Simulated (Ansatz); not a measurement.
**Fe (bcc type): how the settings move a single-point run**

Question: which choices in the input matter for Fe (bcc type)?

Method: reference: DFT, PBE, PAW with Ansatz's default frozen-core files, scalar-relativistic, in Ansatz 0.2.0.

1 further run of the same task is left out (it didn't finish).

## 1. Starting point

It takes space group Im-3m (No. 229, cubic). The conventional cell has a = 2.831 Å, b = 2.831 Å, c = 2.831 Å, α = 90.00°, β = 90.00°, γ = 90.00°. Around Fe (site symmetry m-3m) lie 8 Fe at 2.45 Å.

Coordinates:

```cif
data_structure
_symmetry_space_group_name_H-M 'P 1'
_symmetry_Int_Tables_number 1
_cell_length_a 2.8314
_cell_length_b 2.8314
_cell_length_c 2.8314
_cell_angle_alpha 90.000
_cell_angle_beta 90.000
_cell_angle_gamma 90.000
_cell_volume 22.70
loop_
_atom_site_label
_atom_site_type_symbol
_atom_site_fract_x
_atom_site_fract_y
_atom_site_fract_z
_atom_site_occupancy
Fe1 Fe 0.00000 0.00000 0.00000 1
Fe2 Fe 0.50000 0.50000 0.50000 1
```

## 2. The reference run

Contents of input.yaml:

```yaml
crystal:
  lattice:
    - [2.8313533356, 0.0, 0.0]
    - [0.0, 2.8313533356, 0.0]
    - [0.0, 0.0, 2.8313533356]
  atoms:
    - { symbol: Fe, position: [0.0, 0.0, 0.0], spin: 2.5 }
    - { symbol: Fe, position: [0.5, 0.5, 0.5], spin: 2.5 }
magnetization:
  spin_polarized: true
kpoints:
  mp_grid: { grid: [14, 14, 14] }
scf:
  occupations: { method: fermi_dirac, width: 0.1 }
hamiltonian:
  xc: pbe
  pseudopotentials: { kind: paw }
output:
  forces: true
  stress: true
  eigenvalues: true
```

Launch:

```
$ ansatz run input.yaml --threads 2 --pin off --max-ram 6144MiB --backend cpu --events-out ev --progress --plain --runs-dir out
```

## 3. Variant: chi_scale 0.1, xc pbesol

input.yaml, as its differences from that of step 2:

```diff
@@ -14,4 +14,5 @@
   occupations: { method: fermi_dirac, width: 0.1 }
+  initial_density: { chi_scale: 0.1 }
 hamiltonian:
-  xc: pbe
+  xc: pbesol
   pseudopotentials: { kind: paw }
@@ -21 +22,5 @@
   eigenvalues: true
+  write_density: true
+  write_potential: true
+  elf: true
+  volumetric_format: npy
```

What does the calculation give? Wanted: for each run, ending; energy change; pressure; abs. moment; force.

As calculated:

```
                        run     ending   energy change  pressure (GPa)  abs. moment (μB)  force (eV/Å)  cycles   time
                  reference  converged               -             0.1              4.55          0.00       9  4.5 s
1: chi_scale 0.1, xc pbesol  converged  not comparable            -9.4              4.53          0.00       9  5.6 s
```

Times don't compare one to one where runs were asked for different outputs or read a saved state (see the inputs); cycles may leave out searches for a lower state.

Residual by cycle in the longest SCF loop of each run; runs are numbered as in the table. The quantity is the density residual dr2, in eV.

```
cycle  reference    run 1
    1       2.83     3.49
    2      0.347    0.437
    3      0.011   0.0113
    4     0.0442   0.0466
    5    0.00199  0.00164
    6     3.4e-5   1.1e-5
    7     2.3e-7   1.2e-6
    8     3.2e-8   8.6e-9
    9     2.8e-8   1.5e-8
```

**Reading.** After a change of functional the difference of the totals has no physical meaning; the pressure goes from 0.1 to -9.4 GPa. At this fixed cell a lower pressure means that this functional prefers a smaller volume than the reference.
